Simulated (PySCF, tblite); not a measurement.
# C₄H₁₄GeSSi: geometry, infrared bands and NMR shifts

What infrared bands and NMR shifts should C₄H₁₄GeSSi (`[SiH3]CCCC[S][GeH3]`) show?

Computed with tblite 0.8.0 and PySCF 2.14.0, with density-fitted response routines of our own, on a single molecule in the gas phase. Atoms count from 0, in the outputs and in this text.

## Step 1: The molecule as given

21 atoms, charge 0, multiplicity 1; geometry from: force field or distance geometry start.

Bonds of the start (Å): Si0–C1 1.83, C1–C2 1.51, C2–C3 1.52, C3–C4 1.51, C4–S5 1.78, S5–Ge6 2.21, Si0–H7 1.48, Si0–H8 1.48, Si0–H9 1.46, C1–H10 1.11, C1–H11 1.13, C2–H12 1.13, C2–H13 1.12, C3–H14 1.11, C3–H15 1.09, C4–H16 1.12, C4–H17 1.13, Ge6–H18 1.52, Ge6–H19 1.57, Ge6–H20 1.57.

## Step 2: Geometry optimisation with GFN2-xTB

Job settings and geometry (Å):

```
{"job": {"kind": "relax", "xc": "GFN2-xTB", "basis": "xTB"}, "charge": 0, "multiplicity": 1}
Si    -2.976200    -0.186300    -0.573100
C     -1.799400    -0.446300     0.800800
C     -0.699400     0.593300     0.807800
C      0.113800     0.624400    -0.470800
C      0.810500    -0.696400    -0.697000
S      1.943300    -1.186700     0.586400
Ge     3.714100     0.115300     0.799800
H     -3.181300    -1.403900    -1.391000
H     -4.305200     0.144000    -0.005200
H     -2.615600     0.951200    -1.415500
H     -2.367300    -0.411900     1.757000
H     -1.369900    -1.490100     0.712700
H     -1.211000     1.593500     0.924300
H     -0.028300     0.382600     1.681700
H      0.810500     1.488500    -0.498000
H     -0.591800     0.777800    -1.291200
H      0.003700    -1.462400    -0.814000
H      1.279700    -0.651200    -1.729000
H      4.082400     0.859400    -0.477100
H      4.913200    -0.769300     1.309600
H      3.465400     1.191500     1.922200
```

On the command line:

```console
$ OMP_NUM_THREADS=1 python probes_run.py task.json out
```

This one command runs all jobs of the session in turn.

What it wrote:

```text
step      E/eV     max force
  0    -614.92403    2.508
  1    -615.18171    0.783
  2    -615.25256    0.576
  3    -615.30541    0.574
  4    -615.34259    0.621
  5    -615.36976    0.520
  6    -615.39004    0.288
  7    -615.40124    0.222
  8    -615.41229    0.272
  9    -615.42492    0.339
 10    -615.43765    0.299
 11    -615.44805    0.267
 12    -615.45619    0.201
 13    -615.46403    0.217
 14    -615.47314    0.237
 15    -615.48312    0.258
 16    -615.49167    0.215
 17    -615.49778    0.214
 18    -615.50256    0.223
 19    -615.50713    0.167
 20    -615.51132    0.153
 21    -615.51475    0.112
 22    -615.51743    0.127
 23    -615.51983    0.123
 24    -615.52213    0.124
 25    -615.52393    0.093
 26    -615.52517    0.081
 27    -615.52620    0.068
 28    -615.52733    0.075
 29    -615.52860    0.072
 30    -615.52983    0.087
 31    -615.53087    0.079
 32    -615.53177    0.062
 33    -615.53260    0.070
 34    -615.53335    0.071
 35    -615.53405    0.068
 36    -615.53474    0.062
 37    -615.53551    0.073
 38    -615.53645    0.079
 39    -615.53747    0.098
 40    -615.53842    0.074
 41    -615.53922    0.056
 42    -615.53995    0.054
 43    -615.54073    0.080
 44    -615.54152    0.085
 45    -615.54221    0.056
 46    -615.54277    0.049
 47    -615.54325    0.045
 48    -615.54370    0.056
 49    -615.54408    0.046
 50    -615.54438    0.046
 51    -615.54466    0.040
 52    -615.54503    0.047
 53    -615.54550    0.050
 54    -615.54601    0.063
 55    -615.54648    0.067
 56    -615.54697    0.064
 57    -615.54758    0.074
 58    -615.54837    0.072
 59    -615.54936    0.080
 60    -615.55056    0.089
 61    -615.55202    0.106
 62    -615.55366    0.097
 63    -615.55511    0.079
 64    -615.55615    0.063
 65    -615.55705    0.083
 66    -615.55820    0.107
 67    -615.55973    0.104
 68    -615.56102    0.101
 69    -615.56237    0.106
 70    -615.56360    0.096
 71    -615.56577    0.083
 72    -615.56708    0.098
 73    -615.56915    0.078
 74    -615.57014    0.060
 75    -615.57090    0.064
 76    -615.57168    0.068
 77    -615.57273    0.078
 78    -615.57413    0.064
 79    -615.57523    0.067
 80    -615.57631    0.081
 81    -615.57764    0.071
 82    -615.57906    0.099
 83    -615.58042    0.098
 84    -615.58184    0.087
 85    -615.58340    0.084
 86    -615.58422    0.150
 87    -615.58581    0.123
 88    -615.58696    0.073
 89    -615.58796    0.039
 90    -615.58834    0.043
 91    -615.58878    0.048
 92    -615.58927    0.053
 93    -615.59012    0.072
 94    -615.59139    0.082
 95    -615.59296    0.096
 96    -615.59416    0.067
 97    -615.59484    0.054
 98    -615.59535    0.058
 99    -615.59608    0.075
100    -615.59719    0.113
101    -615.59842    0.113
102    -615.59939    0.066
103    -615.59996    0.056
104    -615.60038    0.050
105    -615.60085    0.063
106    -615.60128    0.058
107    -615.60167    0.040
108    -615.60198    0.036
109    -615.60227    0.040
110    -615.60259    0.048
111    -615.60289    0.040
112    -615.60309    0.031
113    -615.60321    0.033
114    -615.60333    0.033
115    -615.60348    0.036
116    -615.60367    0.037
117    -615.60383    0.033
118    -615.60395    0.024
119    -615.60406    0.026
120    -615.60418    0.029
121    -615.60431    0.024
122    -615.60440    0.021
123    -615.60449    0.020
124    -615.60458    0.022
125    -615.60466    0.022
126    -615.60472    0.012
127    -615.60475    0.009
```

It took 1.9 s on 1 thread of Arm Neoverse N1, shared host; peak memory 0.18 GiB.

Step by step: (not every step is listed)

```csv
step,energy from step 0 (eV),largest force (eV/Å)
0,0.0000,2.5083
1,-0.2577,0.7831
2,-0.3285,0.5762
3,-0.3814,0.5739
4,-0.4186,0.6207
5,-0.4457,0.5199
6,-0.4660,0.2881
7,-0.4772,0.2218
8,-0.4883,0.2715
19,-0.5831,0.1671
30,-0.6058,0.0873
41,-0.6152,0.0561
52,-0.6210,0.0472
63,-0.6311,0.0789
74,-0.6461,0.0599
85,-0.6594,0.0842
96,-0.6701,0.0665
107,-0.6776,0.0401
118,-0.6799,0.0242
122,-0.6804,0.0214
123,-0.6805,0.0199
124,-0.6806,0.0219
125,-0.6806,0.0216
126,-0.6807,0.0121
127,-0.6807,0.0095
```

Distances of close pairs at the start and the end, largest changes first:

```csv
bond,before (Å),after (Å),change (Å)
Ge6–H19,1.575,1.495,-0.080
Si0–C1,1.828,1.902,+0.075
Ge6–H20,1.575,1.506,-0.069
C4–S5,1.781,1.835,+0.054
C4–H17,1.135,1.091,-0.043
C1–H11,1.132,1.091,-0.041
C2–H12,1.129,1.093,-0.037
C4–H16,1.119,1.089,-0.030
```

The final coordinates are the input of the step that follows.

## Step 3: Infrared spectrum with GFN2-xTB

Job settings and geometry (Å):

```
{"job": {"kind": "ir", "xc": "GFN2-xTB", "basis": "xTB"}, "charge": 0, "multiplicity": 1}
Si    -3.029433    -0.109166    -0.534009
C     -1.755647    -0.318802     0.863401
C     -0.566900     0.637198     0.800725
C      0.243547     0.546887    -0.489265
C      0.845809    -0.822035    -0.757768
S      1.867398    -1.479141     0.617616
Ge     3.404942     0.081760     0.772577
H     -2.532042    -0.676439    -1.791580
H     -4.258055    -0.805652    -0.151349
H     -3.302791     1.316570    -0.734553
H     -2.258038    -0.160726     1.820331
H     -1.391394    -1.346964     0.886710
H     -0.927850     1.663522     0.905416
H      0.100298     0.437677     1.646366
H      1.054251     1.285492    -0.444087
H     -0.392726     0.803112    -1.340801
H      0.071548    -1.573556    -0.902042
H      1.473244    -0.793504    -1.650066
H      3.847113     0.510702    -0.600065
H      4.566757    -0.489787     1.519001
H      2.931051     1.309795     1.504014
```

What it wrote:

```text
mode    cm-1     km/mol
  1      29.2      0.18
  2      36.7      0.37
  3      70.8      1.07
  4     110.6      0.39
  5     126.0      1.55
  6     146.9      0.10
  7     195.5      1.39
  8     250.5      0.44
  9     283.4      0.57
 10     370.8      0.89
 11     401.1     32.69
 12     460.2      9.03
 13     489.9     63.51
 14     512.7     28.33
 15     513.7     64.01
 16     555.8     59.07
 17     662.1     10.26
 18     697.2     19.61
 19     752.9    580.94
 20     760.1     60.67
 21     783.3    212.93
 22     796.7    266.04
 23     803.4    119.00
 24     808.2    156.36
 25     829.4    171.57
 26     853.0    134.65
 27     903.8     13.76
 28     947.6      0.77
 29    1006.2      6.02
 30    1057.0      2.48
 31    1099.8      8.18
 32    1132.0      4.28
 33    1154.9      2.90
 34    1193.0      0.06
 35    1254.0     15.49
 36    1270.3      9.30
 37    1302.2      2.69
 38    1346.7      4.73
 39    1357.9      3.45
 40    1448.0      2.79
 41    1469.6      5.44
 42    1487.7      3.94
 43    1495.7      1.69
 44    1909.5    121.59
 45    1978.7    461.52
 46    2056.6    395.97
 47    2235.8    371.79
 48    2248.8    244.18
 49    2268.3    314.72
 50    2905.0     49.76
 51    2931.2     49.58
 52    2957.8     36.36
 53    2961.4     14.32
 54    2963.2     41.43
 55    2972.6     71.58
 56    2989.2     27.31
 57    3010.7     16.69
```

It took 1.6 s on 1 thread of Arm Neoverse N1, shared host; peak memory 0.18 GiB.

Which atoms move in the most intense modes:

```csv
cm⁻¹,km/mol,atoms
753,580.9,"H18 31 %, H19 29 %, H20 22 %"
783,212.9,"H8 40 %, H9 38 %"
797,266.0,"H9 43 %, H7 36 %"
1979,461.5,"H18 50 %, H20 47 %"
2057,396.0,H19 87 %
2236,371.8,H7 91 %
2249,244.2,H9 92 %
2268,314.7,H8 96 %
```

## Step 4: NMR shieldings: PBE0/pcSseg-1

The job, as its differences from that of step 3:

```diff
@@ -1,2 +1,2 @@
-{"job": {"kind": "ir", "xc": "GFN2-xTB", "basis": "xTB"}, "charge": 0, "multiplicity": 1}
+{"job": {"kind": "nmr", "xc": "PBE0", "basis": "pcSseg-1"}, "charge": 0, "multiplicity": 1}
 Si    -3.029433    -0.109166    -0.534009
```

Level: GIAO PBE0/pcSseg-1 NMR shielding, non-relativistic, gas phase.

What it wrote:

```text
coarse grid: 75472 points
cycle   1  E = -2924.4734316579  dE = -2.885e-01  |g| = 9.148e-01  |ddm| = 4.074e+00
cycle   2  E = -2924.4390802804  dE =  3.435e-02  |g| = 9.563e-01  |ddm| = 1.139e+00
cycle   3  E = -2924.5481130056  dE = -1.090e-01  |g| = 1.013e-01  |ddm| = 7.451e-01
cycle   4  E = -2924.5501670479  dE = -2.054e-03  |g| = 3.306e-02  |ddm| = 1.478e-01
cycle   5  E = -2924.5504506638  dE = -2.836e-04  |g| = 6.252e-03  |ddm| = 4.277e-02
cycle   6  E = -2924.5504586364  dE = -7.973e-06  |g| = 1.900e-03  |ddm| = 6.061e-03
final grid: 156752 points
cycle   7  E = -2924.5505256145  dE =  4.084e-07  |g| = 2.396e-03  |ddm| = 5.261e-03
cycle   8  E = -2924.5505243558  dE =  1.259e-06  |g| = 3.258e-03  |ddm| = 5.774e-03
cycle   9  E = -2924.5505271217  dE = -2.766e-06  |g| = 2.055e-04  |ddm| = 3.350e-03
cycle  10  E = -2924.5505271318  dE = -1.011e-08  |g| = 2.388e-05  |ddm| = 2.698e-04
cycle  11  E = -2924.5505271319  dE = -1.346e-10  |g| = 7.350e-06  |ddm| = 3.152e-05
converged SCF energy = -2924.5505271319

GIAO shielding tensors (ppm)
atom      isotropic    diamagn.    paramagn.     s11        s22        s33       span
  0 Si     423.499     879.365    -455.866    386.856    415.333    468.309     81.453
  1 C      181.729     251.098     -69.369    171.313    179.260    194.613     23.300
  2 C      163.493     248.478     -84.985    152.952    163.297    174.229     21.277
  3 C      156.576     251.525     -94.949    146.270    158.950    164.509     18.239
  4 C      154.172     250.882     -96.710    130.649    154.036    177.832     47.183
  5 S      707.288    1057.673    -350.385    553.897    659.769    908.197    354.300
  6 Ge    1504.214    2756.978   -1252.764   1365.269   1475.426   1671.945    306.676
  7 H       27.855      29.459      -1.604     23.667     27.676     32.221      8.554
  8 H       27.888      28.229      -0.340     24.337     25.222     34.106      9.769
  9 H       28.046      29.081      -1.034     24.555     26.242     33.343      8.788
 10 H       30.796      29.797       0.999     24.779     28.872     38.736     13.958
 11 H       30.812      32.075      -1.262     25.076     32.048     35.313     10.237
 12 H       30.389      32.613      -2.224     24.854     29.318     36.994     12.141
 13 H       29.056      32.390      -3.335     23.534     29.248     34.385     10.850
 14 H       30.186      34.152      -3.965     24.673     30.665     35.221     10.548
 15 H       30.121      33.799      -3.679     25.199     28.915     36.247     11.048
 16 H       29.055      32.469      -3.414     23.292     28.078     35.795     12.503
 17 H       28.968      31.821      -2.853     22.164     28.358     36.382     14.218
 18 H       27.458      29.400      -1.942     20.770     22.763     38.842     18.072
 19 H       27.511      28.526      -1.015     20.512     21.773     40.249     19.736
 20 H       27.222      29.862      -2.640     19.441     23.949     38.276     18.835
```

Run time: 78 s. Hardware: 1 thread of Arm Neoverse N1, shared host; peak memory 1.1 GiB.

The references, computed at this level on geometries of the same kind, shield at (ppm): ¹H TMS 31.72, ¹³C TMS 186.9, ²⁹Si TMS 349.2, ³³S CS2 504, ⁷³Ge GeMe4 1331. Their shielding less the atom's gives the shift. The references are single molecules in the gas phase. Atoms listed in one row are averaged.

```csv
atoms,environment,σ (ppm),δ (ppm)
C4,sp3 CH2 bonded to S,154.2,32.8
C3,sp3 CH2,156.6,30.3
C2,sp3 CH2,163.5,23.4
C1,sp3 CH2 bonded to Si,181.7,5.2
"H18, H19, H20",hydrogen on a germanium bonded to S,27.40,4.32
"H7, H8, H9",hydrogen on a silicon bonded to C,27.93,3.79
"H16, H17",hydrogen on an sp3 CH2 bonded to S,29.01,2.71
"H12, H13",hydrogen on an sp3 CH2,29.72,1.99
"H14, H15",hydrogen on an sp3 CH2,30.15,1.56
"H10, H11",hydrogen on an sp3 CH2 bonded to Si,30.80,0.91
Si0,"silicon bonded to C, 3 H",423.5,-74.3
S5,"sulfur bonded to C, Ge",707,-204
Ge6,"germanium bonded to S, 3 H",1504,-173
```

The run also stored atomic charges by several schemes (e):

```csv
atoms,Mulliken,IAO,Hirshfeld,ESP fit
Si0,0.46,0.58,0.31,0.40
C1,-0.53,-0.53,-0.16,-0.32
C2,-0.21,-0.25,-0.07,-0.08
C3,-0.27,-0.25,-0.07,0.01
C4,-0.32,-0.32,-0.07,-0.41
S5,-0.21,-0.17,-0.09,-0.24
Ge6,0.13,0.42,0.28,0.26
```

Mayer bond orders: Si0–C1 0.92, C1–C2 1.04, C2–C3 1.04, C3–C4 1.01, C4–S5 0.99, S5–Ge6 1.01.

## Step 5: What came out

```
                                                              quantity                                   value
                             strongest single infrared mode (GFN2-xTB)                    753 cm⁻¹, 581 km/mol
                                          zero-point energy (GFN2-xTB)                           99.5 kcal/mol
                                ¹³C shifts against TMS (PBE0/pcSseg-1)               32.8, 30.3, 23.4, 5.2 ppm
¹H shifts against TMS (PBE0/pcSseg-1, means over atoms taken as alike)  4.32, 3.79, 2.71, 1.99, 1.56, 0.91 ppm
                               ²⁹Si shifts against TMS (PBE0/pcSseg-1)                               -74.3 ppm
                                ³³S shifts against CS2 (PBE0/pcSseg-1)                                -204 ppm
                             ⁷³Ge shifts against GeMe4 (PBE0/pcSseg-1)                                -173 ppm
```

What this shows: Over 127 steps the energy fell by 0.681 eV; of the close pairs, Ge6–H19 changed most, 1.575 to 1.495 Å. No mode is imaginary among the 57: a minimum at this level. The strongest single mode, at 753 cm⁻¹, is spread over several atoms, H18, H19, H20 among them. Unscaled tight-binding wavenumbers are off by several per cent, some by more. Its intensities can rank the bands wrongly. At PBE0/pcSseg-1: The largest span, 354 ppm, is at S5, where the paramagnetic term is -350 ppm. Spin-orbit coupling is left out, which matters for shieldings and couplings at and beside the heavy atoms.
